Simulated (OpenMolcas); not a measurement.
# Ru³⁺ among point charges: CASSCF and CASPT2 levels and susceptibility, part 2 of 2

How does a field of 4 point charges split the states of Ru³⁺, and what χT follows?

OpenMolcas 26.06; ANO-RCC-VDZP, DKH2, active space 5 electrons in 5 orbitals (4d), orbitals: per spin and parity. Surroundings: 4 point charges of -2 e arranged as a tetrahedron (Td), 2.14 Å from the ion. Earlier steps stand in the parts before.

### Step 7. CASPT2: IPEA 0.25, imaginary shift 0.1 (closed shells correlated: 4s 4p)

Input file a.inp:

```
>>> COPY JOB001 $Project.JobIph
&CASPT2
Multistate=1 1
Frozen=14
IPEA=0.25
Imaginary=0.1
MaxIter=60
WThr=0.0 0.3 0.05
PrWF=0.5
NoMix
>>> COPY JOB002 $Project.JobIph
&CASPT2
Multistate=24 1 2 3 4 5 6 7 8 9 10 11 12 13 14 15 16 17 18 19 20 21 22
23 24
NoMult
Frozen=14
IPEA=0.25
Imaginary=0.1
MaxIter=60
WThr=0.0 0.3 0.05
PrWF=0.5
NoMix
>>> COPY JOB003 $Project.JobIph
&CASPT2
Multistate=75 1 2 3 4 5 6 7 8 9 10 11 12 13 14 15 16 17 18 19 20 21 22
23 24 25 26 27 28 29 30 31 32 33 34 35 36 37 38 39 40 41 42 43 44 45 46
47 48 49 50 51 52 53 54 55 56 57 58 59 60 61 62 63 64 65 66 67 68 69 70
71 72 73 74 75
NoMult
Frozen=14
IPEA=0.25
Imaginary=0.1
MaxIter=60
WThr=0.0 0.3 0.05
PrWF=0.5
NoMix
```

Standard output:

```text
Orbital specifications:
      -----------------------

      Symmetry species                           1
                                                 a
      Frozen orbitals                           14
      Inactive orbitals                          4
      Active orbitals                            5
      Secondary orbitals                        20
      Deleted orbitals                           0
      Number of basis functions                 43
Type of calculation                        SS-CASPT2
      Fock operator                              state-specific
      IPEA shift                                 0.25
      Real shift                                 0.00
      Imaginary shift                            0.10
      The input orbitals will be transformed to quasi-canonical
Reference energy:       -4531.5248832740
      E2 (Non-variational):      -0.2472027183
      Shift correction:          -0.0001277050
      E2 (Variational):          -0.2473304233
      Total energy:           -4531.7722136972
      Residual norm:              0.0000001406
      Reference weight:           0.94889
      Contributions to the CASPT2 correlation energy
      Active & Virtual Only:         -0.0544575230
      One Inactive Excited:          -0.1236962896
      Two Inactive Excited:          -0.0690489057
::    CASPT2 Root  1     Total energy:  -4531.77221370
Orbital specifications:
      -----------------------

      Symmetry species                           1
                                                 a
      Frozen orbitals                           14
      Inactive orbitals                          4
      Active orbitals                            5
      Secondary orbitals                        20
      Deleted orbitals                           0
      Number of basis functions                 43
Type of calculation                        SS-CASPT2
      Fock operator                              state-specific
      IPEA shift                                 0.25
      Real shift                                 0.00
      Imaginary shift                            0.10
      The input orbitals will be transformed to quasi-canonical
Reference energy:       -4531.4066565341
      E2 (Non-variational):      -0.2561758894
      Shift correction:          -0.0001521001
      E2 (Variational):          -0.2563279895
      Total energy:           -4531.6629845235
      Residual norm:              0.0000003840
      Reference weight:           0.94623
      Contributions to the CASPT2 correlation energy
      Active & Virtual Only:         -0.0578421763
      One Inactive Excited:          -0.1279777081
      Two Inactive Excited:          -0.0703560050
Reference energy:       -4531.4066565341
      E2 (Non-variational):      -0.2564209982
      Shift correction:          -0.0001519434
      E2 (Variational):          -0.2565729416
      Total energy:           -4531.6632294756
      Residual norm:              0.0000003934
      Reference weight:           0.94612
      Contributions to the CASPT2 correlation energy
      Active & Virtual Only:         -0.0579942604
      One Inactive Excited:          -0.1280171547
      Two Inactive Excited:          -0.0704095830
::    CASPT2 Root  1     Total energy:  -4531.66298452
::    CASPT2 Root  2     Total energy:  -4531.66322948
::    CASPT2 Root  3     Total energy:  -4531.66324594
::    CASPT2 Root  4     Total energy:  -4531.66017964
::    CASPT2 Root  5     Total energy:  -4531.66029231
::    CASPT2 Root  6     Total energy:  -4531.66011543
::    CASPT2 Root  7     Total energy:  -4531.65884646
::    CASPT2 Root  8     Total energy:  -4531.65924586
::    CASPT2 Root  9     Total energy:  -4531.65917737
::    CASPT2 Root 10     Total energy:  -4531.63803178
::    CASPT2 Root 11     Total energy:  -4531.63846599
::    CASPT2 Root 12     Total energy:  -4531.63805533
::    CASPT2 Root 13     Total energy:  -4531.63991693
::    CASPT2 Root 14     Total energy:  -4531.63974885
::    CASPT2 Root 15     Total energy:  -4531.63985524
::    CASPT2 Root 16     Total energy:  -4531.63830424
::    CASPT2 Root 17     Total energy:  -4531.63833188
::    CASPT2 Root 18     Total energy:  -4531.59068450
::    CASPT2 Root 19     Total energy:  -4531.58831262
::    CASPT2 Root 20     Total energy:  -4531.58824704
::    CASPT2 Root 21     Total energy:  -4531.58832228
::    CASPT2 Root 22     Total energy:  -4531.58627788
::    CASPT2 Root 23     Total energy:  -4531.58591822
::    CASPT2 Root 24     Total energy:  -4531.58591217
Orbital specifications:
      -----------------------

      Symmetry species                           1
                                                 a
      Frozen orbitals                           14
      Inactive orbitals                          4
      Active orbitals                            5
      Secondary orbitals                        20
      Deleted orbitals                           0
      Number of basis functions                 43
Type of calculation                        SS-CASPT2
      Fock operator                              state-specific
      IPEA shift                                 0.25
      Real shift                                 0.00
      Imaginary shift                            0.10
      The input orbitals will be transformed to quasi-canonical
Reference energy:       -4531.3552977619
      E2 (Non-variational):      -0.2567601938
      Shift correction:          -0.0001436268
      E2 (Variational):          -0.2569038206
      Total energy:           -4531.6122015825
      Residual norm:              0.0000001307
      Reference weight:           0.94641
      Contributions to the CASPT2 correlation energy
      Active & Virtual Only:         -0.0546050630
      One Inactive Excited:          -0.1356286484
      Two Inactive Excited:          -0.0665264824
Reference energy:       -4531.3552977619
      E2 (Non-variational):      -0.2566763518
      Shift correction:          -0.0001438996
      E2 (Variational):          -0.2568202514
      Total energy:           -4531.6121180133
      Residual norm:              0.0000001420
      Reference weight:           0.94643
      Contributions to the CASPT2 correlation energy
      Active & Virtual Only:         -0.0546159256
      One Inactive Excited:          -0.1355303658
      Two Inactive Excited:          -0.0665300604
::    CASPT2 Root  1     Total energy:  -4531.61220158
::    CASPT2 Root  2     Total energy:  -4531.61211801
::    CASPT2 Root  3     Total energy:  -4531.61213557
::    CASPT2 Root  4     Total energy:  -4531.61014764
::    CASPT2 Root  5     Total energy:  -4531.60959488
::    CASPT2 Root  6     Total energy:  -4531.60968198
::    CASPT2 Root  7     Total energy:  -4531.60951429
::    CASPT2 Root  8     Total energy:  -4531.60848655
::    CASPT2 Root  9     Total energy:  -4531.60796046
::    CASPT2 Root 10     Total energy:  -4531.60827711
::    CASPT2 Root 11     Total energy:  -4531.60669802
::    CASPT2 Root 12     Total energy:  -4531.60679810
::    CASPT2 Root 13     Total energy:  -4531.60612023
::    CASPT2 Root 14     Total energy:  -4531.60013657
::    CASPT2 Root 15     Total energy:  -4531.60017540
::    CASPT2 Root 16     Total energy:  -4531.60005269
::    CASPT2 Root 17     Total energy:  -4531.59555652
::    CASPT2 Root 18     Total energy:  -4531.59548394
::    CASPT2 Root 19     Total energy:  -4531.58916494
::    CASPT2 Root 20     Total energy:  -4531.58925504
::    CASPT2 Root 21     Total energy:  -4531.58924699
::    CASPT2 Root 22     Total energy:  -4531.58507397
::    CASPT2 Root 23     Total energy:  -4531.58439938
::    CASPT2 Root 24     Total energy:  -4531.58390045
::    CASPT2 Root 25     Total energy:  -4531.58425501
::    CASPT2 Root 26     Total energy:  -4531.57476945
::    CASPT2 Root 27     Total energy:  -4531.57473747
::    CASPT2 Root 28     Total energy:  -4531.57468009
::    CASPT2 Root 29     Total energy:  -4531.57392925
::    CASPT2 Root 30     Total energy:  -4531.57366103
```

This run: 8.5 s of run time, 1 thread, shared host.

SS-CASPT2: lowest energy less the reference's lowest, -0.2473 hartree; reference weights 0.936 to 0.949.

Spin-free states, with their symmetry labels:

```tsv
state	degeneracy	E (cm-1)	free-ion L (%)
6A1	1	0	S (100)
4T1	3	23936	G (84)
4T2	3	24585	G (99)
4E	2	24801	G (100)
4A1	1	24881	G (100)
4T2	3	29053	D (97)
4E	2	29387	D (100)
4T1	3	29416	P (84)
2T2	3	35130	I (81)
2A2	1	35569	I (89)
2T1	3	35690	I (92)
2T2	3	35988	I (95)
2E	2	36316	I (98)
2A1	1	36453	I (100)
2T2	3	37770	D (59)
2E	2	38780	D (86)
4A2	1	39841	F (100)
2T1	3	40162	F (85)
4T1	3	40366	F (100)
4T2	3	40861	F (96)
2A2	1	41072	F (89)
2T2	3	41268	F (43)
2T1	3	43343	H (81)
2E	2	43548	G (46)
```

With spin-orbit coupling:

| E (cm-1) | Degeneracy | Label | 2S+1 | g |
| --- | --- | --- | --- | --- |
| 0 | 6 |  | 6 |  |
| 23630 | 4 | Γ8 | 4 |  |
| 23830 | 2 | Γ7 | 4 | 2.42 2.42 2.42 |
| 23840 | 2 | Γ6 | 4 | 2.28 2.28 2.28 |
| 23890 | 4 | Γ8 | 4 |  |
| 24480 | 2 | Γ6 | 4 | 2.05 2.05 2.05 |
| 24510 | 4 | Γ8 | 4 |  |
| 24530 | 2 | Γ7 | 4 | 0.47 0.47 0.47 |
| 24580 | 4 | Γ8 | 4 |  |
| 24800 | 2 | Γ7 | 4 | 0.18 0.18 0.18 |
| 24830 | 4 | Γ8 | 4 |  |
| 24840 | 2 | Γ6 | 4 | 2.90 2.90 2.90 |
| 24930 | 4 | Γ8 | 4 |  |
| 27540 | 2 | Γ7 | 4 | 1.95 1.95 1.95 |
| 27600 | 4 | Γ8 | 4 |  |
| 27910 | 4 | Γ8 | 4 |  |
| 28630 | 2 | Γ6 | 4 | 1.27 1.27 1.27 |
| 28660 | 2 | Γ7 | 4 | 3.86 3.86 3.86 |
| 29180 | 4 | Γ8 | 4 |  |
| 29470 | 2 | Γ6 | 4 | 3.26 3.26 3.26 |
| 30300 | 2 | Γ6 | 4 | 1.35 1.35 1.35 |
| 30800 | 4 | Γ8 | 4 |  |
| 30900 | 2 | Γ7 | 4 | 2.48 2.48 2.48 |
| 30920 | 4 | Γ8 | 4 |  |

Powder χT (cm³ K/mol): 4.37 at 2 K, 4.37 at 5 K, 4.37 at 10 K, 4.37 at 20 K, 4.37 at 50 K, 4.37 at 100 K, 4.37 at 150 K, 4.37 at 200 K, 4.37 at 250 K, 4.37 at 300 K.

A ligand-field fit to the states below 45000 cm-1 gives 10Dq = -2173 cm-1, B = 750 cm-1 and C = 3361 cm-1 (C/B = 4.48), with a deviation of 623 cm-1.

### Step 8. The methods side by side

A. CASSCF
B. SS-CASPT2, IPEA 0.25, imaginary shift 0.1 (closed shells correlated: 4s 4p)

```tsv
method	ground state	first gap with spin-orbit (cm-1)	χT at 300 K
A	6A1	25722.6	4.37
B	6A1	23628.1	4.37
```

### Step 9. What came out

This closing draws on all 2 parts.

| quantity | value |
| --- | --- |
| method | SS-CASPT2, IPEA 0.25, imaginary shift 0.1 (closed shells correlated: 4s 4p) |
| spin-free ground state | 6A1, 1-fold in its orbital part |
| lowest level | 6-fold |
| next level | 23628.1 cm⁻¹ |
| χT at 300 K | 4.37 cm³ K/mol |
| effective moment at 300 K | 5.91 μB |

Cost by method:

```tsv
method	time of its own steps	time with the reference
A. CASSCF	21 s	21 s
B. SS-CASPT2, IPEA 0.25, imaginary shift 0.1, +4s 4p	8.5 s	30 s
```

Times are of one thread on a shared host.

The spin-free ground state (6A1) comes to 100 % from free-ion S terms and keeps the highest spin of the shell. χT at 300 K is 4.37, against 4.39 cm³ K/mol for the spin alone, as a half-filled shell (L = 0) has no orbital moment. An active space of the d shell alone favours high spin; real ions in strong fields can be low spin. A ligand-field fit to the states below 45000 cm-1 gives 10Dq = -2173 cm-1, B = 750 cm-1 and C = 3361 cm-1 (C/B = 4.48), with a deviation of 623 cm-1. CASPT2 does not keep the components of a term degenerate, and the means are used. The field of point charges can differ much from that of real complexes. This is an electrostatic model: the charges have no orbitals.
